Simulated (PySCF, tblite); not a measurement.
# C₆H₁₃NOSi: geometry, infrared bands and NMR shifts

Wanted: the infrared bands and NMR shifts of C₆H₁₃NOSi (`CC(=O)N(C)[SiH2]C1CC1`), by calculation.

The runs use tblite 0.8.0 and PySCF 2.14.0, with density-fitted response routines of our own; the level of theory stands in each step. All values are computed, except where a source is named. Atoms count from 0, in the outputs and in this text.

## 1. The starting structure

22 atoms, charge 0, multiplicity 1; geometry from: force field or distance geometry start.

Bonds of the start (Å): C0–C1 1.49, C1–O2 1.25, C1–N3 1.38, N3–C4 1.44, N3–Si5 1.78, Si5–C6 1.88, C6–C7 1.51, C7–C8 1.50, C8–C6 1.50, C0–H9 1.11, C0–H10 1.09, C0–H11 1.10, C4–H12 1.09, C4–H13 1.09, C4–H14 1.09, Si5–H15 1.49, Si5–H16 1.48, C6–H17 1.08, C7–H18 1.08, C7–H19 1.08, C8–H20 1.08, C8–H21 1.09.

## 2. Geometry optimisation with GFN2-xTB

What the job is given:

```
{"job": {"kind": "relax", "xc": "GFN2-xTB", "basis": "xTB"}, "charge": 0, "multiplicity": 1}
C     -3.087900     0.838900     0.134600
C     -1.793800     0.342600     0.688400
O     -1.482800     0.611400     1.864500
N     -1.002200    -0.404100    -0.163400
C     -1.294900    -0.748600    -1.532000
Si     0.491000    -1.093500     0.508600
C      1.752500     0.267600     0.790800
C      3.221400    -0.005200     0.576000
C      2.467900     0.869700    -0.384900
H     -3.674800     1.329500     0.933000
H     -2.909400     1.571700    -0.655800
H     -3.694800     0.006400    -0.249100
H     -0.419400    -0.570400    -2.158900
H     -2.105600    -0.143000    -1.943100
H     -1.592300    -1.791300    -1.597000
H      0.200500    -1.872900     1.746900
H      1.018400    -2.039200    -0.501600
H      1.478900     0.921900     1.608000
H      3.540000    -0.977500     0.218800
H      3.930600     0.463800     1.249500
H      2.281600     0.500000    -1.382200
H      2.664600     1.941500    -0.356300
```

Launch:

```bash
$ OMP_NUM_THREADS=1 python probes_run.py task.json out
```

One launch serves the whole session: the jobs run in the order shown.

**Question.** This job is followed by: GFN2-xTB harmonic vibrations, gas phase; GIAO PBE0/pcSseg-1 NMR shielding, non-relativistic, gas phase. Predict these results of the whole session: strongest single infrared mode (GFN2-xTB); zero-point energy (GFN2-xTB); ¹³C shifts against TMS (PBE0/pcSseg-1, means over atoms taken as alike); ¹H shifts against TMS (PBE0/pcSseg-1, means over atoms taken as alike); ¹⁷O shifts against H2O (PBE0/pcSseg-1); ¹⁵N shifts against NH3 (PBE0/pcSseg-1); ²⁹Si shifts against TMS (PBE0/pcSseg-1).

As calculated:

| quantity | value |
| --- | --- |
| strongest single infrared mode (GFN2-xTB) | 1653 cm⁻¹, 422 km/mol |
| zero-point energy (GFN2-xTB) | 111.7 kcal/mol |
| ¹³C shifts against TMS (PBE0/pcSseg-1, means over atoms taken as alike) | 182.5, 32.9, 20.7, 2.4, -3.8 ppm |
| ¹H shifts against TMS (PBE0/pcSseg-1, means over atoms taken as alike) | 4.28, 2.96, 2.13, 0.53, 0.46, 0.06 ppm |
| ¹⁷O shifts against H2O (PBE0/pcSseg-1) | 446.4 ppm |
| ¹⁵N shifts against NH3 (PBE0/pcSseg-1) | 132.8 ppm |
| ²⁹Si shifts against TMS (PBE0/pcSseg-1) | -26.0 ppm |

What this shows: The optimisation took 119 steps and gained 0.340 eV; among the close pairs (by a distance rule), C1–N3 changed most, from 1.382 to 1.335 Å. All 60 modes are real, so the xTB geometry is a minimum. The strongest single mode, at 1653 cm⁻¹, moves mainly C1 and O2. GFN2-xTB is a fitted tight-binding method: band positions and strengths are rough. Its intensities can rank the bands wrongly. C1 (amide carbonyl carbon) lies farthest downfield among carbon, at 182.5 ppm; it is a carbonyl in resonance with an O or N lone pair, the region of acids, esters and amides. At PBE0/pcSseg-1: Shielding is most anisotropic at O2 (span 584 ppm, paramagnetic term -519 ppm).
